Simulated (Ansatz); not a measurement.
# CoO: the cost of one run

Method: DFT PBE, PAW, plane waves, scalar-relativistic, in Ansatz 0.2.0.

### 1 The system as given

The structure is cubic, space group Fm-3m (No. 225). Conventional cell: a = 4.263 Å, b = 4.263 Å, c = 4.263 Å, α = 90.00°, β = 90.00°, γ = 90.00°. Co (site symmetry m-3m) is surrounded by 6 O at 2.13 Å. O (site symmetry m-3m) is surrounded by 6 Co at 2.13 Å.

Coordinates:

```
CELL_PARAMETERS angstrom
-2.13150 -4.26300 -2.13150
-2.13150 0.00000 -2.13150
2.13150 0.00000 -2.13150
ATOMIC_POSITIONS crystal
Co 0.00000 0.00000 0.00000
Co 0.50000 0.00000 0.50000
O 0.00000 0.50000 0.50000
O 0.50000 0.50000 0.00000
```

In tables a label like O4 counts atoms in the order of input.yaml; a structure file may count by element.

The first starts: parallel moments, plain SCF; opposed moments +-, plain SCF; no spin polarisation; spin on, no moments given (the program may seed its own), plain SCF. Further starts follow from what these give.

A plain SCF has the search for lower states switched off and ends at the first converged state. 

Site moments are integrals over atomic spheres and don't add up to the total.

### 2 Parallel moments, plain SCF

Contents of input.yaml:

```yaml
crystal:
  lattice:
    - [-2.1315, -4.263, -2.1315]
    - [-2.1315, 0.0, -2.1315]
    - [2.1315, 0.0, -2.1315]
  atoms:
    - { symbol: Co, position: [0.0, 0.0, 0.0], spin: 3.0 }
    - { symbol: Co, position: [0.5, 0.0, 0.5], spin: 3.0 }
    - { symbol: O, position: [0.0, 0.5, 0.5] }
    - { symbol: O, position: [0.5, 0.5, 0.0] }
magnetization:
  spin_polarized: true
hamiltonian:
  xc: pbe
  pseudopotentials: { kind: paw }
basis:
  ecutwfc: 420
kpoints:
  mp_grid: { grid: [5, 9, 7] }
scf:
  occupations: { method: fermi_dirac, width: 0.02 }
  lower_state_search: "off"
output:
  forces: true
  stress: true
```

What time and memory should one allow on 2 threads of an Arm CPU, shared host?

About 11 s, with a peak of 0.42 GiB.
